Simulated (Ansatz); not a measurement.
2 structures of ZnCu, a ranking of polymorphs by energy

Program: the Python package of Ansatz (0.2.0).

Typed at the interpreter:
```pycon
>>> import csv
>>> import ansatz as az
>>> import numpy as np
>>> import spglib
>>> PHASES = {
...     "Cmmm": (
...         [[1.48804, -2.12128, 0.0], [1.48804, 2.12128, 0.0], [0.0, 0.0, 4.14075]],
...         [
...             ("Zn", [0.5, 0.5, 0.5]),
...             ("Cu", [0.0, 0.0, 0.0]),
...         ],
...     ),
...     "Pm-3m": (
...         [[2.945, 0.0, 0.0], [0.0, 2.945, 0.0], [0.0, 0.0, 2.945]],
...         [
...             ("Zn", [0.5, 0.5, 0.5]),
...             ("Cu", [0.0, 0.0, 0.0]),
...         ],
...     ),
... }
>>> def build(vectors, sites):
...     crystal = az.Crystal(lattice=az.Lattice.of(vectors))
...     for symbol, position in sites:
...         crystal = crystal.atom(symbol, position)
...     return crystal
...
>>> def solve(name, crystal):
...     calc = (
...         crystal.calculation()
...         .functional("pbesol")
...         .pseudopotentials("nc")
...         .scf(max_iterations=80, lower_state_search="light")
...         .kpoints(spacing=0.26)  # the mesh must be finer for metals
...         .occupations("cold", width=0.1)  # smearing steadies the SCF of a metal
...         .stress()
...         .band_table()
...     )
...     calc = calc.relax(force_tolerance=0.01, cell=True)
...     return calc.run()
...
>>> def pressure_gpa(outcome):
...     return float(np.trace(outcome.report["stress_gpa"]) / 3)
...
>>> def space_group(outcome):
...     sites = outcome.report["lattice"]["sites"]
...     kinds = sorted({site["symbol"] for site in sites})
...     cell = (outcome.lattice.cell_ang, [site["position_frac"] for site in sites], [kinds.index(site["symbol"]) for site in sites])
...     return spglib.get_spacegroup(cell, symprec=0.01)
...
>>> phases = {name: build(*cell) for name, cell in PHASES.items()}
>>> done = {}
>>> for name, crystal in phases.items():
...     done[name] = solve(name, crystal)
...     print(f"{name}: {done[name].report['energy_sigma0_ev']:.4f} eV, {len(done[name].lattice.sites)} atoms")
...
DeckWarning: basis.ecutwfc = 1251.723767 eV, auto-derived from the records' recommended cutoffs: set by Cu (normal level)
Cmmm: -10840.4402 eV, 2 atoms
Pm-3m: -10840.5267 eV, 2 atoms
>>> energy = {name: o.report["energy_sigma0_ev"] / len(o.lattice.sites) for name, o in done.items()}
>>> lowest = min(energy.values())
>>> rows = [(name, len(o.lattice.sites), 1000 * (energy[name] - lowest), pressure_gpa(o), space_group(o)) for name, o in done.items()]
>>> rows.sort(key=lambda row: row[2])
>>> with open("polymorphs.csv", "w", newline="") as handle:
...     writer = csv.writer(handle)
...     writer.writerow(["phase", "atoms", "dE (meV/atom)", "P (GPa)", "space group"])
...     writer.writerows([round(v, 4) if isinstance(v, float) else v for v in row] for row in rows)
...
47
>>> print(open("polymorphs.csv").read())
phase,atoms,dE (meV/atom),P (GPa),space group
Pm-3m,2,0.0,-0.0242,Pm-3m (221)
Cmmm,2,43.2648,-0.0072,Cmmm (65)
```

By space group at the end of each run: Pm-3m (+0 meV an atom, 12.3 Å³) and Cmmm (+43 meV an atom, 12.3 Å³).

Caveats:
- The settings weren't tested for convergence.
- For the metals among these phases the mesh is modest: differences between phases can be off by up to 40 meV an atom.
- Pressure is positive in compression.
- The cells come from databases of deposited and of computed structures, and not all need be stable phases.
- Warnings are shown shortened and without file and line.
- The ranking holds among these structures alone, at zero temperature; the ground state may be another structure. Differences under about 40 meV an atom lie within the error of mesh and functional.
- Hardware and time: 110 s on 1 thread of Arm Neoverse V2, with other jobs on the host, peak memory 0.56 GiB.
